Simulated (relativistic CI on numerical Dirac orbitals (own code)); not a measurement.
# S III (S²⁺): levels and lines

What are the lowest levels and the strongest lines of S²⁺? One CI run answers it; further runs change one setting each.

The numbers are computed with relativistic CI on numerical Dirac orbitals (own code) version 4 (Dirac-Coulomb-Breit CI, KLI orbitals optimised for each configuration, model QED (radiative potential, 1s self-energy scaled to tabulated hydrogen-like ionisation energies), valence Slater integrals scaled by 0.85, P86 correlation energy added to each configuration), except any that are marked as measured or tabulated.

## 1. What is computed

| Quantity | Value |
| --- | --- |
| ion | S²⁺ (S III) |
| nuclear charge | 16 |
| electrons | 14 |
| isotope | A = 32 |
| first configuration typed | [Ne] 3s2 3p2 |

Outer shells as boxes (Hund's rule):

first configuration typed
```
[Ne] core
3s [↑↓]
3p [↑ ][↑ ][  ]
```

## 2. CI with the chosen configurations

Input settings:

```ini
atom S  Z=16  charge=2  electrons=14
nucleus A=32  rms_radius_fm=3.2611
hamiltonian dirac-coulomb  breit=on  qed=on  c_scale=1
orbitals kli  potential=per-configuration
slater_scale 0.85
correlation p86
mixing on
configurations
  [Ne] 3s2 3p2
  [Ne] 3s 3p3
  [Ne] 3s2 3p 3d
  [Ne] 3p4
  [Ne] 3s 3p2 3d
  [Ne] 3s2 3p 4s
  [Ne] 3s2 3p 4p
  [Ne] 3s2 3p 4d
  [Ne] 3s2 3p 5s
  [Ne] 3s2 3p 4f
  [Ne] 3s2 3d 4p
  [Ne] 3s2 3p 5p
  [Ne] 3s2 3d2
  [Ne] 3s 3d3
  [Ne] 3p2 3d2
  [Ne] 3p 3d3
  [Ne] 3p 3d2 4s
  [Ne] 3p 3d2 4p
  [Ne] 3p 3d2 4d
  [Ne] 3s2 3d 4s
  [Ne] 3s 3d2 4s
  [Ne] 3s2 4s2
  [Ne] 3s 3d 4s2
end
```

The run is started by

```bash
> python run_levels.py task.json out
```

One command runs all members of the session, one after another, from task.json.

From the run's result record (rounded, not every field):

```text
{
  "status": "converged",
  "levels [i, E_cm, J2, conf, term, w_term, jj, w_jj, g, tau_s]": [
    [0, 0, 0, "3s2 3p2", "3P", 0.9595, "3p1/2^2", 0.6659, "-", "-"],
    [1, 290.92992, 2, "3s2 3p2", "3P", 0.9602, "3p1/2 3p3/2", 0.9602, 1.501, 2261],
    [2, 811.9742, 4, "3s2 3p2", "3P", 0.9588, "3p3/2^2", 0.6083, 1.5, 524.8],
    [3, 11794.911, 4, "3s2 3p2", "1D", 0.9589, "3p1/2 3p3/2", 0.6085, 1, 11.29],
    [4, 26328.607, 0, "3s2 3p2", "1S", 0.9438, "3p3/2^2", 0.6552, "-", 0.4299],
    [5, 62727.095, 4, "3s 3p3", "5S*", 0.9999, "3s 3p1/2 3p3/2^2", 0.5553, 2.002, 5.028e-05],
    [6, 91484.114, 2, "3s 3p3", "3D*", 0.8487, "3s 3p1/2 3p3/2^2", 0.3772, 0.4994, 1.082e-08],
    [7, 91509.999, 4, "3s 3p3", "3D*", 0.8486, "3s 3p1/2 3p3/2^2", 0.566, 1.167, 1.094e-08],
    [8, 91561.871, 6, "3s 3p3", "3D*", 0.8499, "3s 3p1/2 3p3/2^2", 0.8499, 1.334, 1.116e-08],
    [9, 105638.42, 4, "3s 3p3", "3P*", 0.8379, "3s 3p3/2^3", 0.4323, 1.5, 2.86e-09],
    [10, 105653.33, 2, "3s 3p3", "3P*", 0.8409, "3s 3p1/2 3p3/2^2", 0.5608, 1.5, 2.784e-09],
    [11, 105660.43, 0, "3s 3p3", "3P*", 0.8423, "3s 3p1/2 3p3/2^2", 0.8423, "-", 2.75e-09],
    [12, 115630.65, 4, "3s2 3p 3d", "1D*", 0.5921, "3s 3p1/2 3p3/2^2", 0.3115, 1, 4.198e-09],
    [13, 133106.72, 4, "3s2 3p 3d", "3F*", 0.9956, "3p1/2 3d3/2", 0.7408, 0.6659, 7.228e-07],
    [14, 133393.07, 6, "3s2 3p 3d", "3F*", 0.9956, "3p3/2 3d3/2", 0.5198, 1.083, 5.138e-07],
    [15, 133788.62, 8, "3s2 3p 3d", "3F*", 0.9957, "3p3/2 3d5/2", 0.9957, 1.25, 0.4111],
    [16, 144706.66, 2, "3s 3p3", "1P*", 0.6401, "3s 3p3/2", 0.2301, 1.003, 1.761e-10],
    [17, 151678.48, 2, "3s 3p3", "3S*", 0.9958, "3s 3p1/2 3p3/2^2", 0.5529, 1.999, 5.915e-11],
    [18, 154947.68, 0, "3s2 3p 4s", "3P*", 0.5302, "3p1/2 4s", 0.5302, "-", 7.849e-11],
    [19, 155004, 2, "3s2 3p 3d", "3P*", 0.4556, "3p1/2 4s", 0.3455, 1.498, 7.568e-11],
    [20, 155068.76, 4, "3s2 3p 3d", "3P*", 0.582, "3p1/2 3d5/2", 0.3196, 1.5, 7.219e-11],
    [21, 157694.53, 0, "3s2 3p 4s", "3P*", 0.4648, "3p1/2 4s", 0.4648, "-", 7.773e-10],
    [22, 157731.38, 2, "3s2 3p 4s", "3P*", 0.5112, "3p1/2 4s", 0.4649, 1.482, 9.533e-10],
    [23, 158090.22, 4, "3s2 3p 4s", "3P*", 0.6874, "3p3/2 4s", 0.6874, 1.499, 5.578e-09],
    [24, 159635.6, 2, "3s2 3p 4s", "1P*", 0.9467, "3p3/2 4s", 0.7962, 1.017, 1.656e-10],
    [25, 160337.16, 2, "3s2 3p 3d", "3D*", 0.8382, "3p1/2 3d3/2", 0.3927, 0.505, 5.873e-11],
    [26, 160448.86, 4, "3s2 3p 3d", "3D*", 0.8357, "3p3/2 3d3/2", 0.4808, 1.17, 5.905e-11],
    [27, 160545.97, 6, "3s2 3p 3d", "3D*", 0.8438, "3p3/2 3d5/2", 0.5841, 1.334, 5.895e-11],
    [28, 166469.71, 4, "3s 3p3", "1D*", 0.5834, "3s 3p1/2 3p3/2^2", 0.4549, 1, 6.109e-11],
    [29, 170301.33, 6, "3s2 3p 3d", "1F*", 0.9425, "3p3/2 3d3/2", 0.3777, 1, 6.25e-11],
    [30, 179655.81, 2, "3s2 3p 4p", "1P", 0.9153, "3p1/2 4p1/2", 0.4874, 0.9658, 2.32e-09],
    [31, 180114.23, 2, "3s2 3p 3d", "1P*", 0.5779, "3p3/2 3d5/2", 0.3572, 0.9999, 6.613e-11],
    [32, 180914.28, 2, "3s2 3p 4p", "3D", 0.914, "3p1/2 4p1/2", 0.476, 0.5405, 1.96e-09],
    [33, 181169.38, 4, "3s2 3p 4p", "3D", 0.9849, "3p1/2 4p3/2", 0.5735, 1.168, 1.931e-09],
    [34, 181758.81, 6, "3s2 3p 4p", "3D", 0.9915, "3p3/2 4p3/2", 0.9915, 1.334, 1.918e-09],
    "... 100 more rows left out ..."
  ],
  "lines, the strongest and those to the lowest levels [upper, lower, type, S_au, A_per_s, branching]": [
    [17, 2, "E1", 3.791, 8.793e+09, 0.5201],
    [20, 2, "E1", 6.457, 9.604e+09, 0.6934],
    [25, 0, "E1", 3.135, 8.726e+09, 0.5125],
    [26, 1, "E1", 7.092, 1.181e+10, 0.6972],
    [26, 2, "E1", 3.104, 5.117e+09, 0.3022],
    [27, 2, "E1", 14.38, 1.696e+10, 0.9999],
    [28, 3, "E1", 10.91, 1.635e+10, 0.9991],
    [29, 3, "E1", 13.88, 1.6e+10, 0.9999],
    [31, 4, "E1", 5.916, 1.453e+10, 0.9611],
    [58, 5, "E1", 16.05, 1.427e+10, 0.9999],
    [59, 5, "E1", 11.45, 1.431e+10, 0.9999],
    [60, 5, "E1", 6.865, 1.435e+10, 1],
    [75, 8, "E1", 7.38, 6.77e+09, 0.729],
    [77, 3, "E1", 1.35, 3.688e+09, 0.8688],
    [87, 7, "E1", 4.579, 4.779e+09, 0.6573],
    [88, 8, "E1", 8.745, 6.527e+09, 0.8542],
    [106, 13, "E1", 12.56, 3.925e+09, 0.8766],
    [107, 14, "E1", 16.37, 3.974e+09, 0.8989],
    [108, 15, "E1", 21.5, 4.254e+09, 0.9656],
    [109, 6, "E1", 8.67, 1.074e+10, 0.8011],
    [110, 7, "E1", 12.76, 1.132e+10, 0.8467],
    [111, 8, "E1", 19.1, 1.324e+10, 0.9815],
    [113, 12, "E1", 12.06, 6.41e+09, 0.8779],
    [115, 10, "E1", 5.388, 5.276e+09, 0.5059],
    [116, 9, "E1", 9.755, 6.847e+09, 0.6702],
    [119, 9, "E1", 8.035, 8.159e+09, 0.7268],
    [120, 12, "E1", 6.44, 9.444e+09, 0.9794],
    [124, 9, "E1", 3.581, 3.351e+09, 0.3932],
    [124, 15, "E1", 8.484, 4.214e+09, 0.4944],
    [125, 12, "E1", 5.84, 6.242e+09, 0.8341],
    [126, 13, "E1", 9.176, 7.339e+09, 0.5638],
    [127, 14, "E1", 12.2, 6.94e+09, 0.5356],
    [128, 15, "E1", 18.07, 7.954e+09, 0.6173],
    [129, 20, "E1", 13.53, 5.61e+09, 0.382],
    [132, 16, "E1", 7.106, 5.929e+09, 0.4574],
    [134, 16, "E1", 9.109, 1.411e+10, 0.8761]
  ],
  "n_levels_all": 1193,
  "total_energy [Ha]": -397.94756659,
  "configurations [conf, odd, states, E_av_cm, breit_Ha, qed_Ha, corr_Ha]": [
    ["3s2 3p2", 0, 15, 16942, 0.08737, 0.05757, -0.5988],
    ["3s 3p3", 1, 40, 113491, 0.08733, 0.05734, -0.5965],
    ["3s2 3p 3d", 1, 60, 147460, 0.08711, 0.0576, -0.5911],
    ["3p4", 0, 15, 232791, 0.08729, 0.0571, -0.5943],
    ["3s 3p2 3d", 0, 300, 235992, 0.08706, 0.05735, -0.5901],
    ["3s2 3p 4s", 1, 12, 158962, 0.08724, 0.05767, -0.5799],
    ["3s2 3p 4p", 0, 36, 184785, 0.08721, 0.05762, -0.5776],
    ["3s2 3p 4d", 1, 60, 218156, 0.08716, 0.05762, -0.5755],
    ["3s2 3p 5s", 1, 12, 222117, 0.0872, 0.05765, -0.5715],
    ["3s2 3p 4f", 0, 84, 232146, 0.08717, 0.05763, -0.5585],
    ["3s2 3d 4p", 1, 60, 327025, 0.08691, 0.05764, -0.5742],
    ["3s2 3p 5p", 0, 36, 232712, 0.08719, 0.05762, -0.5698],
    ["3s2 3d2", 0, 45, 286029, 0.08683, 0.05762, -0.5868],
    ["3s 3d3", 0, 240, 504161, 0.08647, 0.05739, -0.5842],
    "... 9 more rows left out ..."
  ],
  "radial 3s2 3p2 [Ha, bohr]": {"<r^-3>(3p)": 7.1167, "<r^1>(3p)": 1.7814, "<r^2>(3p)": 3.689, "<r^4>(3p)": 22.626, "F2(3p,3p)": 0.25819, "zeta(3p)": 0.0025282},
  "radial 3s 3p3 [Ha, bohr]": {"<r^1>(3s)": 1.582, "<r^2>(3s)": 2.8724, "<r^4>(3s)": 13.141, "<r^-3>(3p)": 7.2131, "<r^1>(3p)": 1.7738, "<r^2>(3p)": 3.6592, "<r^4>(3p)": 22.306, "F2(3p,3p)": 0.25922, "G1(3s,3p)": 0.35753, "zeta(3p)": 0.0025312},
  "ionisation_energy [eV]": 35.0846
}
```

Wall time 1.7 s (1 thread of Arm Neoverse N1, shared host).

Lowest levels:

| level | energy (cm⁻¹) | LS purity (%) | jj purity (%) | radiative lifetime (s) |
| --- | --- | --- | --- | --- |
| 3p2 3P0 | 0.0 | 96 | 67 | - |
| 3p2 3P1 | 290.9 | 96 | 96 | 2.3e+03 |
| 3p2 3P2 | 812.0 | 96 | 61 | 5.2e+02 |
| 3p2 1D2 | 11794.9 | 96 | 61 | 11 |
| 3p2 1S0 | 26329 | 94 | 66 | 0.43 |
| 3s 3p3 5S°2 | 62727 | 100 | 56 | 5e-05 |
| 3s 3p3 3D°1 | 91484 | 85 | 38 | 1.1e-08 |
| 3s 3p3 3D°2 | 91510 | 85 | 57 | 1.1e-08 |
| 3s 3p3 3D°3 | 91562 | 85 | 85 | 1.1e-08 |
| 3s 3p3 3P°2 | 105638 | 84 | 43 | 2.9e-09 |
| 3s 3p3 3P°1 | 105653 | 84 | 56 | 2.8e-09 |
| 3s 3p3 3P°0 | 105660 | 84 | 84 | 2.8e-09 |
| 3p 3d 1D°2 | 115631 | 59 | 31 | 4.2e-09 |
| 3p 3d 3F°2 | 133107 | 100 | 74 | 7.2e-07 |

Where the configurations lie:

| configuration | levels among the lowest 60 | parity | lowest (cm⁻¹) | highest (cm⁻¹) |
| --- | --- | --- | --- | --- |
| 3p2 | 5 | even | 0.0 | 26329 |
| 3s 3p3 | 10 | odd | 62727 | 166470 |
| 3p 3d | 11 | odd | 115631 | 180114 |
| 3p 4s | 5 | odd | 154948 | 159636 |
| 3p 4p | 10 | even | 179656 | 193204 |
| 3s 3p2 3d | 18 | even | 186284 | 208300 |
| 3p4 | 1 | even | 193683 | 193683 |

Strongest E1 lines among the lowest 135 of 1193 levels, by gA:

| upper | lower | wavelength (nm) | A (1/s) |
| --- | --- | --- | --- |
| 3s 3p2 3d 3F4 (ii) | 3s 3p3 3D°3 | 68.74 | 1.32e+10 |
| 3p 3d 3D°3 | 3p2 3P2 | 62.60 | 1.7e+10 |
| 3p 3d 1F°3 | 3p2 1D2 | 63.09 | 1.6e+10 |
| 3s 3p2 3d 5P3 | 3s 3p3 5S°2 | 68.80 | 1.43e+10 |
| 3s 3p3 1D°2 | 3p2 1D2 | 64.65 | 1.64e+10 |
| 3s 3p2 3d 3F3 (ii) | 3s 3p3 3D°2 | 68.84 | 1.13e+10 |
| 3s 3p2 3d 3F4 (iii) | 3p 3d 3F°4 | 79.98 | 7.95e+09 |
| 3s 3p2 3d 5P2 | 3s 3p3 5S°2 | 68.69 | 1.43e+10 |
| 3p 3d 3D°2 | 3p2 3P1 | 62.44 | 1.18e+10 |
| 3s 3p2 3d 3F2 (ii) | 3s 3p3 3D°1 | 68.90 | 1.07e+10 |

## 3. Beside measured levels

Computed and measured (NIST levels in Podobedova, Kelleher and Wiese, J. Phys. Chem. Ref. Data 38, 171 (2009)) energies in cm⁻¹:

| level | computed | measured | difference |
| --- | --- | --- | --- |
| 3p2 3P0 | 0 | 0 | +0 |
| 3p2 3P1 | 291 | 299 | -8 |
| 3p2 3P2 | 812 | 833 | -21 |
| 3p2 1D2 | 11795 | 11323 | +472 |
| 3p2 1S0 | 26329 | 27161 | -832 |
| 3s 3p3 5S°2 | 62727 | 58672 | +4055 |
| 3s 3p3 3D°1 | 91484 | 84019 | +7465 |
| 3s 3p3 3D°2 | 91510 | 84047 | +7463 |
| 3s 3p3 3D°3 | 91562 | 84099 | +7462 |
| 3s 3p3 3P°2 | 105638 | 98745 | +6893 |
| 3s 3p3 3P°1 | 105653 | 98766 | +6887 |
| 3s 3p3 3P°0 | 105660 | 98772 | +6888 |
| 3p 3d 1D°2 | 115631 | 104160 | +11471 |
| 3p 3d 3F°2 | 133107 | 122118 | +10988 |
| 3p 3d 3F°3 | 133393 | 122404 | +10989 |
| 3p 3d 3F°4 | 133789 | 122799 | +10990 |
| 3s 3p3 1P°1 | 144707 | 136844 | +7863 |
| 3s 3p3 3S°1 | 151678 | 138067 | +13612 |
| 3p 3d 3P°2 | 155069 | 143125 | +11943 |
| 3p 4s 3P°2 | 158090 | 147147 | +10943 |
| 3p 3d 3D°1 | 160337 | 147552 | +12786 |
| 3p 3d 3D°2 | 160449 | 147692 | +12757 |

1 further pair lay over 4,000 cm⁻¹ off the configuration's other pairs, were taken for wrong labels and left out, so the mean miss can look smaller than it is. The first 22 of 52 pairs are shown.

## 4. Correlation estimate lda-sx

Changes to the settings of step 2:

```diff
@@ -5,3 +5,3 @@
 slater_scale 0.85
-correlation p86
+correlation lda-sx
 mixing on
```

Result record:

```text
{
  "status": "converged",
  "levels [i, E_cm, J2, conf, term, w_term, w_jj]": [
    [0, 0, 0, "3s2 3p2", "3P", 0.9596, 0.6659],
    [1, 290.96479, 2, "3s2 3p2", "3P", 0.9603, 0.9603],
    [2, 812.08971, 4, "3s2 3p2", "3P", 0.959, 0.6084],
    [3, 11795.127, 4, "3s2 3p2", "1D", 0.959, 0.6086],
    [4, 26336.431, 0, "3s2 3p2", "1S", 0.944, 0.6554],
    [5, 62776.045, 4, "3s 3p3", "5S*", 0.9999, 0.5553],
    [6, 91585.385, 2, "3s 3p3", "3D*", 0.8498, 0.3777],
    [7, 91611.211, 4, "3s 3p3", "3D*", 0.8497, 0.5667],
    [8, 91663.011, 6, "3s 3p3", "3D*", 0.8509, 0.8509],
    [9, 105740.89, 4, "3s 3p3", "3P*", 0.8394, 0.4332],
    [10, 105755.21, 2, "3s 3p3", "3P*", 0.8424, 0.5618],
    [11, 105762.06, 0, "3s 3p3", "3P*", 0.8438, 0.8438],
    [12, 115867.7, 4, "3s2 3p 3d", "1D*", 0.59, 0.3135],
    [13, 133446, 4, "3s2 3p 3d", "3F*", 0.9958, 0.7411],
    [14, 133732.48, 6, "3s2 3p 3d", "3F*", 0.9958, 0.52],
    [15, 134128.15, 8, "3s2 3p 3d", "3F*", 0.996, 0.996],
    "... 119 more rows left out ..."
  ],
  "n_levels_all": 1193,
  "total_energy [Ha]": -398.4589766,
  "configurations [conf, odd, states, E_av_cm, breit_Ha, qed_Ha, corr_Ha]": [
    ["3s2 3p2", 0, 15, 16926, 0.08737, 0.05757, -1.11],
    ["3s 3p3", 1, 40, 113540, 0.08733, 0.05734, -1.108],
    ["3s2 3p 3d", 1, 60, 147788, 0.08711, 0.0576, -1.101],
    ["3p4", 0, 15, 232974, 0.08729, 0.0571, -1.105],
    ["3s 3p2 3d", 0, 300, 236367, 0.08706, 0.05735, -1.1],
    ["3s2 3p 4s", 1, 12, 161421, 0.08724, 0.05767, -1.08],
    ["3s2 3p 4p", 0, 36, 188004, 0.08721, 0.05762, -1.074],
    ["3s2 3p 4d", 1, 60, 222238, 0.08716, 0.05762, -1.068],
    ["3s2 3p 5s", 1, 12, 225958, 0.0872, 0.05765, -1.065],
    ["3s2 3p 4f", 0, 84, 232829, 0.08717, 0.05763, -1.067],
    ["3s2 3d 4p", 1, 60, 329762, 0.08691, 0.05764, -1.073],
    ["3s2 3p 5p", 0, 36, 236483, 0.08719, 0.05762, -1.064],
    ["3s2 3d2", 0, 45, 286741, 0.08683, 0.05762, -1.095],
    ["3s 3d3", 0, 240, 505392, 0.08647, 0.05739, -1.09],
    "... 9 more rows left out ..."
  ],
  "ionisation_energy [eV]": 35.4051
}
```

It took 1.8 s on 1 thread of Arm Neoverse N1, shared host.

Shifts of the excitation energies against the main run, counted from its lowest level (cm⁻¹):

| level | main run | shift |
| --- | --- | --- |
| 3p2 3P1 | 290.9 | +0.0 |
| 3p2 3P2 | 812.0 | +0.1 |
| 3p2 1D2 | 11794.9 | +0.2 |
| 3p2 1S0 | 26329 | +7.8 |
| 3s 3p3 5S°2 | 62727 | +48.9 |
| 3s 3p3 3D°1 | 91484 | +101.3 |
| 3s 3p3 3D°2 | 91510 | +101.2 |
| 3s 3p3 3D°3 | 91562 | +101.1 |
| 3s 3p3 3P°2 | 105638 | +102.5 |
| 3s 3p3 3P°1 | 105653 | +101.9 |
| 3s 3p3 3P°0 | 105660 | +101.6 |
| 3p 3d 1D°2 | 115631 | +237.1 |

## 5. No correlation estimate

Changes to the settings of step 4:

```diff
@@ -5,3 +5,3 @@
 slater_scale 0.85
-correlation lda-sx
+correlation none
 mixing on
```

Result record:

```text
{
  "status": "converged",
  "levels [i, E_cm, J2, conf, term, w_term, w_jj]": [
    [0, 0, 0, "3s2 3p2", "3P", 0.9589, 0.6655],
    [1, 290.79266, 2, "3s2 3p2", "3P", 0.9596, 0.9596],
    [2, 811.56246, 4, "3s2 3p2", "3P", 0.9583, 0.608],
    [3, 11790.999, 4, "3s2 3p2", "1D", 0.9584, 0.6082],
    [4, 26311.797, 0, "3s2 3p2", "1S", 0.9431, 0.6548],
    [5, 62294.696, 4, "3s 3p3", "5S*", 0.9999, 0.5553],
    [6, 90858.062, 2, "3s 3p3", "3D*", 0.8442, 0.3752],
    [7, 90884.241, 4, "3s 3p3", "3D*", 0.8442, 0.563],
    [8, 90936.512, 6, "3s 3p3", "3D*", 0.8454, 0.8454],
    [9, 105000.54, 4, "3s 3p3", "3P*", 0.8313, 0.4286],
    [10, 105018.04, 2, "3s 3p3", "3P*", 0.8345, 0.5565],
    [11, 105026.19, 0, "3s 3p3", "3P*", 0.8359, 0.8359],
    "... 125 more rows left out ..."
  ],
  "n_levels_all": 1193,
  "total_energy [Ha]": -397.34905645,
  "configurations [conf, odd, states, E_av_cm, breit_Ha, qed_Ha, corr_Ha]": [
    ["3s2 3p2", 0, 15, 17014.2, 0.08737, 0.05757, "-"],
    ["3s 3p3", 1, 40, 113058, 0.08733, 0.05734, "-"],
    ["3s2 3p 3d", 1, 60, 145829, 0.08711, 0.0576, "-"],
    ["3p4", 0, 15, 231860, 0.08729, 0.0571, "-"],
    ["3s 3p2 3d", 0, 300, 234138, 0.08706, 0.05735, "-"],
    ["3s2 3p 4s", 1, 12, 154872, 0.08724, 0.05767, "-"],
    ["3s2 3p 4p", 0, 36, 180194, 0.08721, 0.05762, "-"],
    ["3s2 3p 4d", 1, 60, 213095, 0.08716, 0.05762, "-"],
    ["3s2 3p 5s", 1, 12, 216188, 0.0872, 0.05765, "-"],
    ["3s2 3p 4f", 0, 84, 223355, 0.08717, 0.05763, "-"],
    ["3s2 3d 4p", 1, 60, 321688, 0.08691, 0.05764, "-"],
    ["3s2 3p 5p", 0, 36, 226418, 0.08719, 0.05762, "-"],
    ["3s2 3d2", 0, 45, 283461, 0.08683, 0.05762, "-"],
    ["3s 3d3", 0, 240, 501011, 0.08647, 0.05739, "-"],
    "... 9 more rows left out ..."
  ],
  "ionisation_energy [eV]": 33.9959
}
```

Wall time 1.7 s (1 thread of Arm Neoverse N1, shared host).

How the levels moved (cm⁻¹, from the main run's lowest level):

| level | main run | shift |
| --- | --- | --- |
| 3p2 3P1 | 290.9 | -0.1 |
| 3p2 3P2 | 812.0 | -0.4 |
| 3p2 1D2 | 11794.9 | -3.9 |
| 3p2 1S0 | 26329 | -16.8 |
| 3s 3p3 5S°2 | 62727 | -432.4 |
| 3s 3p3 3D°1 | 91484 | -626.1 |
| 3s 3p3 3D°2 | 91510 | -625.8 |
| 3s 3p3 3D°3 | 91562 | -625.4 |
| 3s 3p3 3P°2 | 105638 | -637.9 |
| 3s 3p3 3P°1 | 105653 | -635.3 |
| 3s 3p3 3P°0 | 105660 | -634.2 |
| 3p 3d 1D°2 | 115631 | -1178.7 |

[end of part 1 of 2]
